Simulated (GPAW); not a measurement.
# AlSn (P-6m2) in GPAW: equation of state

Aim: energy against volume of AlSn in PBEsol, for its equilibrium volume and stiffness.

Everything below comes from runs of GPAW 26.7.0. Logs are shortened: lines on timing, memory, paths and dates and some standing lists are left out, and cuts for length are marked. The log counts tension as positive stress, the text compression.

## 1. The crystal as given

The structure is hexagonal, space group P-6m2 (No. 187). The conventional cell has a = 4.198 Å, b = 4.198 Å, c = 3.307 Å, α = 90.00°, β = 90.00°, γ = 120.00°. Around Sn (site symmetry -6m2) lie 6 Al at 2.93 Å and 2 Sn at 3.31 Å. Al (site symmetry -6m2) has 6 Sn at 2.93 Å and 2 Al at 3.31 Å as nearest neighbours.

The cell comes from a database or a generator and needn't be the stable form of this composition.

## 2. Equation of state, PBEsol

run.py

```python
from ase import Atoms
from ase.eos import EquationOfState
from ase.io import Trajectory
from ase.units import GPa
from gpaw import GPAW, PW, setup_paths

setup_paths.insert(0, '.')

atoms = Atoms(['Sn', 'Al'],
              cell=[[4.1981056157, 0.0, 0.0],
                    [-2.0990528078, 3.6356661109, 0.0],
                    [0.0, 0.0, 3.306847]],
              scaled_positions=[[0.3333333333, 0.6666666667, 0.5],
                                [0.0, 0.0, 0.0]],
              pbc=True)

traj = Trajectory('eos.traj', 'w')
volumes, energies = [], []
for x in [0.94, 0.96, 0.98, 1.0, 1.02, 1.04, 1.06]:
    a = atoms.copy()
    a.set_cell(atoms.cell * x**(1 / 3), scale_atoms=True)
    calc = GPAW(mode=PW(600),
                xc='PBEsol',
                kpts={'size': (7, 7, 8), 'gamma': True},
                occupations={'name': 'fermi-dirac', 'width': 0.05},
                nbands=17,
                convergence={'density': 1e-05, 'energy': 1e-05},
                maxiter=150,
                txt=f'eos-{x:.2f}.txt')
    a.calc = calc
    energies.append(a.get_potential_energy(force_consistent=True))
    volumes.append(a.get_volume())
    p = -a.get_stress()[:3].mean() / GPa
    calc.write(f'eos-{x:.2f}.gpw')
    traj.write(a)
    print(f'{x:.2f} {volumes[-1]:10.4f} A^3 {energies[-1]:14.6f} eV {p:9.3f} GPa', flush=True)

v0, e0, B = EquationOfState(volumes, energies, eos='birchmurnaghan').fit()
print(f'V0 = {v0:.4f} A^3, E0 = {e0:.6f} eV, B0 = {B / GPa:.2f} GPa')
```

Potentials or basis: PAW data sets generated in the run's folder for this functional, pw.

The run is started by

```
$ gpaw-setup -f PBEsol Al Sn
$ OMP_NUM_THREADS=1 python run.py
```

Log:

```text
__  _  _
 | _ |_)|_||  |
 |__||  | ||/\| - 26.7.0

Input parameters:
  mode=PW(ecut=600.0),
  convergence={'density': 1e-05, 'energy': 1e-05},
  kpts=MonkhorstPack(size=(7, 7, 8), gamma=True),
  maxiter=150,
  nbands=17,
  occupations=Occupations(name='fermi-dirac', width=0.05),
  xc=XC(name='PBEsol')

Diagonalizing LCAO Hamiltonian
Converting LCAO to pw mode

         Sn

       Al

Atoms  # Å, Bohr magnetons
|   | symbol |         x |        y |        z |    initial magnetic moments |
|---|--------|-----------|----------|----------|-----------------------------|
| 0 |     Sn | -0.000000 | 2.374299 | 1.619671 | ( 0.0000,  0.0000,  0.0000) |
| 1 |     Al |  0.000000 | 0.000000 | 0.000000 | ( 0.0000,  0.0000,  0.0000) |

Unit cell  # Å
| periodic |         x |        y |        z |  lengths |     angles |
|----------|-----------|----------|----------|----------|------------|
|      yes |  4.112406 | 0.000000 | 0.000000 | 4.112406 |  90.000000 |
|      yes | -2.056203 | 3.561448 | 0.000000 | 4.112406 |  90.000000 |
|      yes |  0.000000 | 0.000000 | 3.239341 | 3.239341 | 120.000000 |

Number of symmetries: 12
Symmetry operations  # r_c * U_cc + t_c -> r_c
|    | kind |            matrix            |
|----|------|------------------------------|
|  0 |  σ   |  1, 1, 0,  0,-1, 0,  0, 0, 1 |
|  1 |  C2  |  1, 1, 0,  0,-1, 0,  0, 0,-1 |
|  2 |  E   |  1, 0, 0,  0, 1, 0,  0, 0, 1 |
|  3 |  σ   |  1, 0, 0,  0, 1, 0,  0, 0,-1 |
|  4 |  C3  |  0, 1, 0, -1,-1, 0,  0, 0, 1 |
|  5 |  S3  |  0, 1, 0, -1,-1, 0,  0, 0,-1 |
|  6 |  σ   |  0,-1, 0, -1, 0, 0,  0, 0, 1 |
|  7 |  C2  |  0,-1, 0, -1, 0, 0,  0, 0,-1 |
|  8 |  σ   | -1, 0, 0,  1, 1, 0,  0, 0, 1 |
|  9 |  C2  | -1, 0, 0,  1, 1, 0,  0, 0,-1 |
| 10 |  C3  | -1,-1, 0,  1, 0, 0,  0, 0, 1 |
| 11 |  S3  | -1,-1, 0,  1, 0, 0,  0, 0,-1 |

BZ-sampling:
  Number of BZ points: 392
  Number of IBZ points: 40

  Monkhorst-Pack size: [7, 7, 8]
  Monkhorst-Pack shift: [0.0, 0.0, 0.0625]

K-points  # in reciprocal-cell coordinates
|     |                                coordinates |     weight |
|-----|--------------------------------------------|------------|
|   0 | (  0.00000000,   0.00000000,   0.00000000) | 0.00255102 |
|   1 | (  0.00000000,   0.00000000,   0.12500000) | 0.00510204 |
|   2 | (  0.00000000,   0.00000000,   0.25000000) | 0.00510204 |
|   3 | (  0.00000000,   0.00000000,   0.37500000) | 0.00510204 |
|   4 | (  0.00000000,   0.00000000,   0.50000000) | 0.00255102 |
|   5 | (  0.14285714,   0.00000000,   0.00000000) | 0.01530612 |
|   6 | (  0.14285714,   0.00000000,   0.12500000) | 0.03061224 |
|   7 | (  0.14285714,   0.00000000,   0.25000000) | 0.03061224 |
|   8 | (  0.14285714,   0.00000000,   0.37500000) | 0.03061224 |
|   9 | (  0.14285714,   0.00000000,   0.50000000) | 0.01530612 |
| ... |                                            |            |
|  39 | (  0.42857143,   0.42857143,   0.50000000) | 0.01530612 |

Plane wave coefficients: 1639
Cutoff: 600.0 eV

Spin-components: 1 (collinear spins)
Bands:           17
Projectors:      11
Spin-degeneracy: 2
Datatype:        complex128

Parallelization:
  kpt:    1
  domain: 1
  band:   1

Density:
  Valence electrons: 17.0
  Components: 1
  Grid points: [24 24 20]
  Charge: 0.0  # |e|

Potential:
  Grid points: [24 24 20]

species:
  Sn:
    name:    Tin
    Z:       50.0
    valence: 14
    core:    36
    charge:  0.0  # [|e|]
    compensation charges:
      type: gauss
      rc: 0.38  # [Å]
      lmax: 2
    cutoffs:
      filter: 2.23  # [Å]
      core: 2.35  # [Å]
    projectors
    | kind |    occ | energy [eV] | rcut [Å] |
    |------|--------|-------------|----------|
    |   5s |  2.000 |     -10.584 |    1.201 |
    |   5p |  2.000 |      -3.711 |    1.270 |
    |   4d | 10.000 |     -25.798 |    1.185 |
    |    s |        |      16.628 |    1.201 |
    |    p |        |      23.501 |    1.270 |
    |    d |        |       1.413 |    1.185 |

    Using partial waves for Sn as LCAO basis

  Al:
    name:    Aluminium
    Z:       13.0
    valence: 3
    core:    10
    charge:  0.0  # [|e|]
    compensation charges:
      type: gauss
      rc: 0.34  # [Å]
      lmax: 2
    cutoffs:
      filter: 1.91  # [Å]
      core: 2.36  # [Å]
    projectors
    | kind |    occ | energy [eV] | rcut [Å] |
    |------|--------|-------------|----------|
    |   3s |  2.000 |      -7.715 |    1.085 |
    |   3p |  1.000 |      -2.689 |    1.085 |
    |    s |        |      19.497 |    1.085 |
    |    p |        |      24.522 |    1.085 |
    |    d |        |       0.000 |    1.085 |

    Using partial waves for Al as LCAO basis

Reference energy: -174526.031072  # eV

eigensolver:
  PPCG
  Converge bands: occupied
  niter=2

density mixing:
  MSR1-Mixer
  Pratt-step length: 0.05
  Maximum mixing coefficient: 0.75
  Old densities: 10
  SVD Regularization: 0.005
  Good broyden scale: 1.0
  Trust region scale: 1.0
  Backstep threshold: 4.0
  History deletion threshold: 6.0
  Fourier metric: weight=20.0, sigma=0.015

occupation numbers:
  Fermi-Dirac:
    width: 0.0500  # eV

poisson solver:
  ecut: 4800.0  # eV

xc functional:
  name: PBEsol with 2 nearest neighbor stencil

convergence criteria:
- Maximum integral of absolute [dens]ity change: 1e-05 electrons / valence electron
- Maximum [total energy] change in last 3 cyles: 1e-05 eV / valence electron
- Maximum integral of absolute [eigenst]ate change: 4e-08 eV^2 / valence electron
maximum number of iterations: 150

SCF iterations
|iter     | |      energy | eigst |  dens |
|---------|-|-------------|-------|-------|
|iter:   1| |   -8.207044 | +0.05 |       |
|iter:   2| |   -8.205194 | -2.49 | -1.37 |
|iter:   3| |   -8.173526 | -2.62 | -1.40 |
|iter:   4| |   -8.172772 | -3.36 | -1.92 |
|iter:   5| |   -8.172893 | -4.66 | -2.64 |
|iter:   6| |   -8.172909c| -5.76 | -3.24 |
|iter:   7| |   -8.172910c| -7.02 | -3.93 |
|iter:   8| |   -8.172910c| -7.50c| -4.60 |
|iter:   9| |   -8.172910c| -7.89c| -5.43c|

Converged in 9 steps
Energy contributions relative to reference atoms: (reference = -174526.031072)

Energy contributions:
  Kinetic:           9.368106
  Coulomb:          -7.208780
  Zero:             -0.002111
  External:          0.000000
  Xc:              -10.327351
  Entropy:          -0.005546
  Spinorbit:         0.000000
  ----------------------------
  Free energy:      -8.175683
  Extrapolated:     -8.172910

dipole moment: (-5.530944, -4.991557, -5.583442)  # |e|*Ang

Fermi level: 6.192
Eigenvalues  # (at kpt = [0.000, 0.000, 0.000])
| band index |      eig [eV] | occ [0-2] |
|------------|---------------|-----------|
|          0 |       -15.150 |     2.000 |
|          1 |       -15.018 |     2.000 |
|          2 |       -15.018 |     2.000 |
|          3 |       -14.993 |     2.000 |
|          4 |       -14.993 |     2.000 |
|          5 |        -4.687 |     2.000 |
|          6 |         5.927 |     1.990 |
|          7 |         5.927 |     1.990 |
|          8 |         7.235 |     0.000 |
|          9 |         8.897 |     0.000 |
|         10 |         9.340 |     0.000 |
|         11 |         9.340 |     0.000 |
|         12 |        11.437 |     0.000 |
|         13 |        12.500 |     0.000 |
|         14 |        18.491 |     0.000 |
|         15 |        20.129 |     0.000 |
|         16 |        20.142 |     0.000 |

No gap
No difference between direct/indirect transitions

Stress tensor  # eV/Ang^3
|         x |         y |         z |
|-----------|-----------|-----------|
| -0.007342 |  0.000000 |  0.000000 |
|  0.000000 | -0.007342 |  0.000000 |
|  0.000000 |  0.000000 | -0.014059 |

# Writing to eos-0.94.gpw (mode='')
```

Wall time 92 s (1 thread of Arm Neoverse V2, shared host); peak memory 0.22 GiB.

Results:

| Quantity | Value |
| --- | --- |
| Equilibrium volume | 24.34 Å³/atom |
| Bulk modulus at fixed shape and positions | 57 GPa |
| Pressure derivative of the bulk modulus | 4.9 (rough: it moves with the points fitted) |

Energy against volume, from the lowest point:
| volume (Å³/atom) | energy (meV/atom) |
| --- | --- |
| 23.722 | 2.83 |
| 24.227 | 0.00 |
| 24.731 | 0.97 |
| 25.236 | 5.34 |
| 25.741 | 12.75 |
| 26.245 | 22.83 |
| 26.750 | 35.22 |

Caveat: the cell was scaled at fixed shape and fractional positions, which overstates the stiffness of a crystal with free parameters, most of all of layers and chains.
